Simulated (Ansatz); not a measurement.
# BaAs2Rh2: the cost of one run

Program: Ansatz 0.2.0. Level of theory: DFT PBEsol, scalar-relativistic, plane waves, PAW. These are calculated values, not measurements.

1 further run of the same task is left out (set aside as unsound or not needed).

**1. The starting structure**

The structure is tetragonal, space group I4/mmm (No. 139). Conventional cell: a = 4.087 Å, b = 4.087 Å, c = 12.974 Å, α = 90.00°, β = 90.00°, γ = 90.00°. Around Ba (site symmetry 4/mmm) lie 8 As at 3.44 Å and 8 Rh at 3.83 Å. As (site symmetry 4mm) has 4 Rh at 2.47 Å and 4 Ba at 3.44 Å as nearest neighbours. Rh (site symmetry -4m2) has 4 As at 2.47 Å as nearest neighbours.

As a file:

```xyz
5
Lattice="-2.0433 2.0433 6.4868 2.0433 -2.0433 6.4868 2.0433 2.0433 -6.4868" Properties=species:S:1:pos:R:3 pbc="T T T"
Ba    0.0000    0.0000    0.0000
As    0.0000    0.0000    4.6236
As    0.0000    0.0000    8.3499
Rh    0.0000    2.0433    3.2434
Rh    2.0433    0.0000    3.2434
```

It goes back to an entry of the Materials Project.

This cell was relaxed beforehand with the same method: volume 21.67 Å³/atom, gap on the mesh none (metal).

**2. Relaxing with PBEsol**

Input file input.yaml:

```yaml
crystal:
  lattice:
    - [-2.043309549, 2.043309549, 6.4867506791]
    - [2.043309549, -2.043309549, 6.4867506791]
    - [2.043309549, 2.043309549, -6.4867506791]
  atoms:
    - { symbol: Ba, position: [0.0, 0.0, 0.0] }
    - { symbol: As, position: [0.356389048, 0.356389048, 0.0] }
    - { symbol: As, position: [0.643610952, 0.643610952, 0.0] }
    - { symbol: Rh, position: [0.75, 0.25, 0.5] }
    - { symbol: Rh, position: [0.25, 0.75, 0.5] }
basis:
  ecutwfc: 420
kpoints:
  mp_grid: { grid: [12, 12, 12] }
hamiltonian:
  xc: pbesol
scf:
  occupations: { method: gaussian, width: 0.1 }
output:
  forces: true
  stress: true
  eigenvalues: true
relax:
  adjacent_minimum: "off"
  f_tol: 0.005
  max_steps: 50
  cell: { stress_tol: 0.05 }
```

On the command line:

```sh
ansatz run input.yaml --threads 2 --pin off --max-ram 5120MiB --backend cpu --events-out ev --progress --plain --runs-dir out
```

What time and memory should one allow on 2 threads of Arm Neoverse V1, shared host?

About 2.4 min, with a peak of 0.85 GiB.
